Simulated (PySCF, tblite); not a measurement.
# C₆H₁₀Ge: geometry, infrared bands and NMR shifts

What infrared bands and NMR shifts should C₆H₁₀Ge (`C=CC#C[C@@H](C)[GeH3]`) show?

Programs: tblite 0.8.0 and PySCF 2.14.0, with density-fitted response routines of our own. Each step states its level of theory. These are calculated values for one molecule in the gas phase, unless marked as measured. Atoms are numbered from 0 throughout.

**1. The molecule as given**

17 atoms, charge 0, multiplicity 1; geometry from: force field or distance geometry start.

Bonds of the start (Å): C0–C1 1.35, C1–C2 1.44, C2–C3 1.23, C3–C4 1.47, C4–C5 1.54, C4–Ge6 1.95, C0–H7 1.08, C0–H8 1.09, C1–H9 1.09, C4–H10 1.11, C5–H11 1.11, C5–H12 1.09, C5–H13 1.12, Ge6–H14 1.54, Ge6–H15 1.52, Ge6–H16 1.55.

**2. Geometry optimisation with GFN2-xTB**

What the job is given:

```
{"job": {"kind": "relax", "xc": "GFN2-xTB", "basis": "xTB"}, "charge": 0, "multiplicity": 1}
C      3.621800    -0.272500     0.699200
C      2.785200     0.633400     0.144200
C      1.373800     0.459100     0.345500
C      0.162500     0.347300     0.504500
C     -1.279300     0.186600     0.710100
C     -2.029900     1.269000    -0.088600
Ge    -1.814400    -1.577800     0.083700
H      3.265000    -1.108500     1.279300
H      4.683000    -0.087900     0.520700
H      3.185500     1.470500    -0.418300
H     -1.559800     0.245000     1.785600
H     -3.063200     0.955100    -0.323100
H     -1.479600     1.576500    -0.983700
H     -2.021500     2.167600     0.585700
H     -0.605200    -2.521900     0.208600
H     -2.290300    -1.533300    -1.360700
H     -2.940500    -2.196100     0.946700
```

On the command line:

```sh
OMP_NUM_THREADS=1 python probes_run.py task.json out
```

The driver reads the jobs from task.json and runs them one after another.

**Question.** This job is followed by: GFN2-xTB harmonic vibrations, gas phase; GIAO PBE0/pcSseg-1 NMR shielding, non-relativistic, gas phase. Predict these results of the whole session: strongest single infrared mode (GFN2-xTB); zero-point energy (GFN2-xTB); 13C shifts against TMS (PBE0/pcSseg-1); 1H shifts against TMS (PBE0/pcSseg-1, means over atoms taken as alike); 73Ge shifts against GeMe4 (PBE0/pcSseg-1).

The runs gave:

| quantity | value |
| --- | --- |
| strongest single infrared mode (GFN2-xTB) | 765 cm⁻¹, 501 km/mol |
| zero-point energy (GFN2-xTB) | 79.7 kcal/mol |
| 13C shifts against TMS (PBE0/pcSseg-1) | 133.0, 125.4, 104.3, 87.8, 21.2, 13.4 ppm |
| 1H shifts against TMS (PBE0/pcSseg-1, means over atoms taken as alike) | 6.08, 5.87, 5.65, 3.69, 2.49, 1.49 ppm |
| 73Ge shifts against GeMe4 (PBE0/pcSseg-1) | -206 ppm |

Over 113 steps the energy fell by 0.383 eV; of the close pairs, C4–Ge6 changed most, 1.947 to 1.999 Å. All 45 modes are real, so the xTB geometry is a minimum. The strongest single mode, at 765 cm⁻¹, has its largest shares on H16, H14 and H15 (the list is cut at 3 atoms). GFN2-xTB is a fitted tight-binding method: band positions and strengths are rough. Its intensities can rank the bands wrongly. The most deshielded carbon is C0 (terminal =CH2 carbon), at 133.0 ppm: an sp2 carbon of a C=C bond. The most deshielded hydrogen is H9 (hydrogen on an alkene CH), at 6.08 ppm: attached to an sp2 carbon and in the plane of the double bond. At PBE0/pcSseg-1: Shielding is most anisotropic at C2 (span 251 ppm, paramagnetic term -159 ppm). Spin-orbit coupling is left out, which matters for shieldings and couplings at and beside the heavy atoms.
